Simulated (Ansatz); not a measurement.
# C₆H₁₅NSi: vertical ionisation energy

Aim: the vertical ionisation energy of C₆H₁₅NSi, as cation minus neutral at the neutral's geometry, on several levels, and how well −ε(HOMO) stands in for it.

Computed with Ansatz 0.2.0, Gaussian basis. Level: unrestricted cation, the program's frozen cores in correlated methods.

Plan: UKS PBE-D4/def2-TZVPP; UKS r2SCAN-D4/def2-TZVPP; UKS PBE0-D4/def2-TZVPP; UKS B3LYP-D4/def2-TZVPP; UKS wB97X-V/def2-TZVPP; UKS wB97M-V/def2-TZVPP; UKS B2PLYP/def2-TZVPP; UHF-CCSD(T)/def2-TZVPP; UHF-MP2/def2-QZVPP; extrapolation to the limit; then −ε(HOMO) from the neutral's earlier runs with LDA (SPW92), PBE-D4, revPBE-D4, BLYP-D4, r2SCAN-D4, B97M-V, PBE0-D4, B3LYP-D4, r2SCANh-D4, r2SCAN0-D4, HSE06-D4, BHLYP-D4, CAM-B3LYP-D4, LC-ωPBE, ωB97X-V, ωB97M-V.

## (1) The relaxed structure

All runs share one geometry, relaxed beforehand with PBE0-D4 in a triple-zeta def2 set.

SMILES `C=CCN([SiH3])C(C)C`, 23 atoms, charge 0, spin multiplicity 1.

Atoms are counted from 1 here; the program's logs count them from 0.

Bond lengths: C1–C2 1.325 Å, C1–H9 1.084 Å, C1–H10 1.086 Å, C2–C3 1.497 Å, C2–H11 1.088 Å, C3–N4 1.456 Å, C3–H12 1.095 Å, C3–H13 1.098 Å, N4–Si5 1.718 Å, N4–C6 1.459 Å, Si5–H14 1.485 Å, Si5–H15 1.487 Å, Si5–H16 1.497 Å, C6–C7 1.525 Å, C6–C8 1.523 Å, C6–H17 1.097 Å, C7–H18 1.093 Å, C7–H19 1.094 Å and more. Angles: C2–C1–H9 121.8°, C2–C1–H10 121.2°, H9–C1–H10 117.0°, C1–C2–C3 124.3°, C1–C2–H11 120.0°, C3–C2–H11 115.7°, C2–C3–N4 112.6°, C2–C3–H12 109.3°, C2–C3–H13 109.0°, N4–C3–H12 109.0°, N4–C3–H13 111.3°, H12–C3–H13 105.3°, C3–N4–Si5 119.6°, C3–N4–C6 118.0°, Si5–N4–C6 120.6°, N4–Si5–H14 109.0°, N4–Si5–H15 108.3°, N4–Si5–H16 114.2° and more.

## (2) Cation, UKS PBE-D4/def2-TZVPP

Input file in.yaml:

```yaml
crystal:
  periodic: [false, false, false]
  atoms:
    - {symbol: C, position_ang: [0.966648, -2.661324, -1.740448]}
    - {symbol: C, position_ang: [1.060383, -1.587692, -0.970073]}
    - {symbol: C, position_ang: [0.150318, -0.402906, -1.059945]}
    - {symbol: N, position_ang: [-0.508550, -0.105462, 0.204055]}
    - {symbol: Si, position_ang: [-1.960397, -0.925399, 0.617774]}
    - {symbol: C, position_ang: [-0.112065, 1.106126, 0.913657]}
    - {symbol: C, position_ang: [-0.487475, 2.380484, 0.164071]}
    - {symbol: C, position_ang: [1.365240, 1.093075, 1.282313]}
    - {symbol: H, position_ang: [1.646381, -3.499166, -1.638443]}
    - {symbol: H, position_ang: [0.199115, -2.739842, -2.504953]}
    - {symbol: H, position_ang: [1.824231, -1.537724, -0.197462]}
    - {symbol: H, position_ang: [0.726577, 0.473492, -1.375888]}
    - {symbol: H, position_ang: [-0.580869, -0.573756, -1.860723]}
    - {symbol: H, position_ang: [-1.874386, -2.329525, 0.140579]}
    - {symbol: H, position_ang: [-2.120277, -0.874791, 2.095651]}
    - {symbol: H, position_ang: [-3.194870, -0.331194, 0.014433]}
    - {symbol: H, position_ang: [-0.679097, 1.099868, 1.852375]}
    - {symbol: H, position_ang: [-0.244792, 3.265054, 0.758277]}
    - {symbol: H, position_ang: [0.056118, 2.462938, -0.781206]}
    - {symbol: H, position_ang: [-1.556447, 2.398671, -0.058443]}
    - {symbol: H, position_ang: [1.609030, 0.203804, 1.866503]}
    - {symbol: H, position_ang: [1.620828, 1.976450, 1.872190]}
    - {symbol: H, position_ang: [1.999255, 1.101920, 0.391207]}
basis:
  gaussian: {orbitals: def2-TZVPP}
total_charge: 1
magnetization: {spin_polarized: true, initial_magnetization: 1}
hamiltonian: {xc: pbe, dispersion: d4}
```

Run with:

```sh
> ansatz run in.yaml --threads 4 --pin off --events-out ev --progress --plain --max-ram 66560MiB --backend cuda --devices 0, --max-vram 37GiB
```

Further steps of the session: Cation, UKS r2SCAN-D4/def2-TZVPP; Cation, UKS PBE0-D4/def2-TZVPP; Cation, UKS B3LYP-D4/def2-TZVPP; Cation, UKS wB97X-V/def2-TZVPP; Cation, UKS wB97M-V/def2-TZVPP; Cation, UKS B2PLYP (frozen core)/def2-TZVPP; Cation, UHF-CCSD(T)/def2-TZVPP; Cation, UHF-MP2/def2-QZVPP.

**Question.** What will the summary of the whole plan be? Wanted: ionisation energy, CCSD(T)/CBS; nearest functional by difference; nearest −ε(HOMO); −ε(HOMO) of PBE; T1 of the cation.

As calculated:

| quantity | value |
| --- | --- |
| ionisation energy, CCSD(T)/CBS | 8.32 eV |
| nearest functional by difference | ωB97M-V (-0.14 eV) |
| nearest −ε(HOMO) | ωB97M-V (+0.32 eV) |
| −ε(HOMO) of PBE | 5.07 eV |
| T1 of the cation | 0.018 |

Energy differences with functionals land within 0.47 eV of the reference. The PBE orbital energy is 3.3 eV too small: a semilocal HOMO is no ionisation energy. Among orbital estimates ωB97M-V comes nearest. Hartree-Fock falls 1.35 eV short, as the neutral has more correlation energy than the cation.
